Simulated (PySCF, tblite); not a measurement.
**C7H7FS+ (doublet): geometry, infrared bands and EPR parameters**

Wanted: the infrared bands and EPR parameters of C7H7FS+ (doublet) (`C[S+]c1ccccc1F`), by calculation.

Computed with tblite 0.8.0 and PySCF 2.14.0, with density-fitted response routines of our own, on a single molecule in the gas phase. Atoms count from 0, in the outputs and in this text.

### Step 1. The molecule as given

16 atoms, charge 1, multiplicity 2; geometry from: force field or distance geometry start.

Bonds of the start (Å): C0–S1 1.82, S1–C2 1.78, C2–C3 1.39, C3–C4 1.40, C4–C5 1.39, C5–C6 1.40, C6–C7 1.38, C7–F8 1.36, C7–C2 1.38, C0–H9 1.10, C0–H10 1.13, C0–H11 1.11, C3–H12 1.08, C4–H13 1.10, C5–H14 1.10, C6–H15 1.09.

### Step 2. Optimising the geometry with GFN2-xTB

What the job is given:

```
{"job": {"kind": "relax", "xc": "GFN2-xTB", "basis": "xTB"}, "charge": 1, "multiplicity": 2}
C      3.037700    -0.189900     0.248200
S      1.729900    -1.194400    -0.514400
C      0.109700    -0.490000    -0.273600
C      0.004400     0.711000     0.408300
C     -1.271800     1.247200     0.595600
C     -2.378900     0.598900     0.069400
C     -2.245400    -0.602900    -0.631000
C     -0.983200    -1.145300    -0.795700
F     -0.899800    -2.316700    -1.478200
H      4.018400    -0.341400    -0.230800
H      2.799600     0.908400     0.149200
H      3.075000    -0.444000     1.325000
H      0.882300     1.181600     0.814400
H     -1.367700     2.196200     1.135200
H     -3.391100     1.001700     0.186500
H     -3.126600    -1.111400    -1.019600
```

Started as:

```
$ OMP_NUM_THREADS=1 python probes_run.py task.json out
```

This one command runs all jobs of the session in turn.

**Question.** This job is followed by: GFN2-xTB harmonic vibrations, gas phase; UKS B3LYP, pcH-1 on C F H S, non-relativistic, mean-field spin-orbit, GIAO. Predict these results of the whole session: strongest single infrared mode (GFN2-xTB); zero-point energy (GFN2-xTB); g(iso) (B3LYP); ⟨S²⟩; largest a(iso) (averaged by class).

As calculated:

| quantity | value |
| --- | --- |
| strongest single infrared mode (GFN2-xTB) | 1422 cm⁻¹, 150 km/mol |
| zero-point energy (GFN2-xTB) | 73.0 kcal/mol |
| g(iso) (B3LYP) | 2.00909 |
| ⟨S²⟩ | 0.760 (exact 0.75) |
| largest a(iso) (averaged by class) | 1H on H9, H10, H11, 31.5 MHz |

Relaxing lowered the energy by 0.334 eV in 52 steps; the close pair that moved most is S1–C2, from 1.783 to 1.732 Å. All 42 modes are real, so the xTB geometry is a minimum. The strongest single mode, at 1422 cm⁻¹, is carried by C7, C6, C4, C2. Unscaled tight-binding wavenumbers are off by several per cent, some by more. Its intensities can rank the bands wrongly. S1 carries the largest spin population, 0.53 e. The isotropic g lies 6.8 ppt above the free-electron value. The conformer search found further structures of the same energy, which may be mirror or relabelled copies of this one.
